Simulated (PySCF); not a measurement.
# C3H10Si: the cost of one run

Computed with PySCF 2.14.0, with density-fitted response routines of our own, on a single molecule in the gas phase. Atoms count from 0, in the outputs and in this text.

## 1. Starting geometry

14 atoms, charge 0, multiplicity 1; geometry from: GFN2-xTB. The atoms were then displaced at random by about 0.01 Å, so the start is not that level's minimum.

Bonds of the start (Å): C0–C1 1.50, C1–C2 1.52, C2–Si3 1.95, C0–H4 1.07, C0–H5 1.11, C0–H6 1.11, C1–H7 1.11, C1–H8 1.11, C2–H9 1.07, C2–H10 1.09, Si3–H11 1.46, Si3–H12 1.45, Si3–H13 1.43.

## 2. Optimising the geometry at PBE0-D3(BJ)/def2-SVP

The job: settings as JSON, then the geometry in Å.

```
{"job": {"xc": "PBE0", "basis": "def2-SVP", "d3": "d3bj", "grid": 1, "shake": 0.01, "kind": "geom"}, "charge": 0, "multiplicity": 1}
C     -2.036410     0.165730    -0.055370
C     -0.619040     0.411500     0.374040
C      0.344400    -0.435660    -0.439480
Si     2.210220    -0.180240     0.078390
H     -2.339090    -0.858700     0.063280
H     -2.186240     0.451440    -1.112570
H     -2.727030     0.803600     0.527120
H     -0.346060     1.477800     0.251630
H     -0.517060     0.179770     1.456680
H      0.242900    -0.199410    -1.480910
H      0.082970    -1.488440    -0.311520
H      2.556440     1.222030    -0.101210
H      2.314710    -0.530500     1.482850
H      3.012150    -1.034000    -0.740690
```

On the command line:

```
> OMP_NUM_THREADS=1 python probes_run.py task.json out
```

One launch serves the whole session: the jobs run in the order shown.

Q: Estimate the wall time and peak memory of this first job on 1 thread of Arm Neoverse V2, shared host.

About 15 s, with a peak of 0.46 GiB.
